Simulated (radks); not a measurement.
**Mo⁴⁺ in [Kr] 4d2: an all-electron calculation**

Wanted: eigenvalues, radial structure and energy terms of the molybdenum ion Mo4+.

Program: radks (a radial shooting solver on a logarithmic mesh, Libxc functionals) version 1. Level of theory: scalar-relativistic Kohn-Sham, AM05, spin-unpolarised, spherical densities, point nucleus. These are calculated values, not measurements, unless marked.

### 1 The atom as given

```
element       : molybdenum (Z = 42)
charge        : +4
electrons     : 38
configuration : [Kr] 4d2
```

Outer shells as boxes (Hund's rule):

Mo⁴⁺
```
[Kr] core
4d [↑ ][↑ ][  ][  ][  ]
```

### 2 The run

The run's settings:

```text
Z 42
configuration [Kr] 4d2 5s0 5p0 4f0 5d0
relativity scalar-relativistic
functional am05,am05
spin unpolarised
nucleus point
c 137.035999084
```

Q: Predict the outcome of this run.

The runs gave:

| quantity | value |
| --- | --- |
| total energy | -4041.36244 hartree |
| exchange-correlation share of it | 2.92 % |
| −T/E | 1.0309 |
| highest occupied level | 4d, -46.269 eV |
| most extended occupied level | 4d, <r> = 1.51 bohr |
| radius at density 0.001 e/bohr³ | 3.03 bohr |
| maxima of the radial density | 4 |
| ionisation energy, NIST | 54.42 (semi-emp.) eV |

What this shows: 4 principal shells are occupied and 4 maxima appear in the radial density. −T/E is 1.031: with relativity the kinetic term as defined here no longer equals −E. Minus the highest eigenvalue, 46.269 eV, is 85 % of the tabulated ionisation energy (54.42 eV); the potential of a semilocal functional falls off too fast, so its top eigenvalue is too shallow. Spin polarisation and multiplet splitting are left out.
